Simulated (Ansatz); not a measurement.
# Li3TaO4: the cost of one run

Computed with Ansatz 0.2.0 (DFT r2SCAN, scalar-relativistic, plane waves, PAW, unless a step's input says otherwise).

1 further run of the same task is left out (set aside as unsound or not needed). Runs told in other sessions of the task aren't counted.

## 1. Starting point

The structure is tetragonal, space group I4/mmm (No. 139). The conventional cell has a = 4.088 Å, b = 4.088 Å, c = 8.522 Å, α = 90.00°, β = 90.00°, γ = 90.00°. Li (site symmetry 4/mmm) has 6 O at 2.04 to 2.34 Å in its first shell of neighbours. Around Li (site symmetry -4m2) lie 6 O at 2.06 to 2.13 Å. Around Ta (site symmetry 4/mmm) lie 6 O at 1.92 to 2.04 Å. O (site symmetry mmm) is surrounded by 2 Ta at 2.04 Å and 4 Li at 2.04 to 2.13 Å. O (site symmetry 4mm) has 1 Ta at 1.92 Å and 5 Li at 2.06 to 2.34 Å in its first shell of neighbours.

Structure file:

```
Li Ta O
1.0
    -2.04409    2.04409    4.26082
     2.04409   -2.04409    4.26082
     2.04409    2.04409   -4.26082
Li Ta O
3 1 4
Direct
  0.50000 0.50000 0.00000
  0.25000 0.75000 0.50000
  0.75000 0.25000 0.50000
  0.00000 0.00000 0.00000
  0.00000 0.50000 0.50000
  0.77502 0.77502 0.00000
  0.50000 0.00000 0.50000
  0.22498 0.22498 0.00000
```

It goes back to an entry of the Materials Project, which need not be the stable form.

It is the result of an earlier relaxation at this level (volume 8.90 Å³/atom; gap on the mesh: 2.09 eV).

## 2. The undisturbed cell

Contents of input.yaml:

```yaml
crystal:
  lattice:
    - [-2.0440878414, 2.0440878414, 4.2608223448]
    - [2.0440878414, -2.0440878414, 4.2608223448]
    - [2.0440878414, 2.0440878414, -4.2608223448]
  atoms:
    - { symbol: Li, position: [0.5, 0.5, 0.0] }
    - { symbol: Li, position: [0.25, 0.75, 0.5] }
    - { symbol: Li, position: [0.75, 0.25, 0.5] }
    - { symbol: Ta, position: [0.0, 0.0, 0.0] }
    - { symbol: O, position: [0.0, 0.5, 0.5] }
    - { symbol: O, position: [0.7750183185, 0.7750183185, 0.0] }
    - { symbol: O, position: [0.5, 0.0, 0.5] }
    - { symbol: O, position: [0.2249816815, 0.2249816815, 0.0] }
basis:
  ecutwfc: 500
kpoints:
  mp_grid: { grid: [8, 8, 8] }
hamiltonian:
  xc: r2scan
scf:
  occupations: { method: gaussian, width: 0.05 }
output:
  forces: true
  stress: true
  eigenvalues: true
```

Command:

```
> ansatz run input.yaml --threads 2 --pin off --max-ram 5120MiB --backend cpu --events-out ev --progress --plain --runs-dir out
```

Q: Estimate wall time and peak memory on 2 threads of Intel Xeon 6975P-C (Granite Rapids), shared host.

About 5.1 s, with a peak of 0.77 GiB.
